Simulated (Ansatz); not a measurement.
# YBe: the cost of one run

Method: DFT PBE, scalar-relativistic, plane waves, PAW, in Ansatz 0.2.0.

**1. The starting structure**

It takes space group Pm-3m (No. 221, cubic). Conventional cell: a = 3.278 Å, b = 3.278 Å, c = 3.278 Å, α = 90.00°, β = 90.00°, γ = 90.00°. Y (site symmetry m-3m) is surrounded by 8 Be at 2.84 Å. Be (site symmetry m-3m) has 8 Y at 2.84 Å as nearest neighbours.

Coordinates:

```
Y Be
1.0
     3.27782    0.00000    0.00000
     0.00000    3.27782    0.00000
     0.00000    0.00000    3.27782
Y Be
1 1
Direct
  0.00000 0.00000 0.00000
  0.50000 0.50000 0.50000
```

This is candidate A: caesium chloride type (Pm-3m, No. 221).

(A quick probe on a coarse mesh, which set the mesh and smearing, is not shown.)

**3. Coarse relaxation (candidate A)**

Input file input.yaml:

```yaml
crystal:
  lattice:
    - [3.2778242459, 0.0, 0.0]
    - [0.0, 3.2778242459, 0.0]
    - [0.0, 0.0, 3.2778242459]
  atoms:
    - { symbol: "Y", position: [0.0, 0.0, 0.0] }
    - { symbol: Be, position: [0.5, 0.5, 0.5] }
basis:
  ecutwfc: 420
kpoints:
  mp_grid: { grid: [6, 6, 6] }
hamiltonian:
  xc: pbe
scf:
  occupations: { method: gaussian, width: 0.1 }
  lower_state_search: "off"
output:
  forces: true
  stress: true
  eigenvalues: true
relax:
  adjacent_minimum: "off"
  f_tol: 0.04
  max_steps: 70
  cell: { stress_tol: 0.4 }
```

On the command line:

```
ansatz run input.yaml --threads 1 --pin off --max-ram 2560MiB --backend cpu --events-out ev --progress --plain --runs-dir out
```

What time and memory should one allow on 1 thread of Arm Neoverse V2, shared host?

About 2.5 s, with a peak of 0.28 GiB.
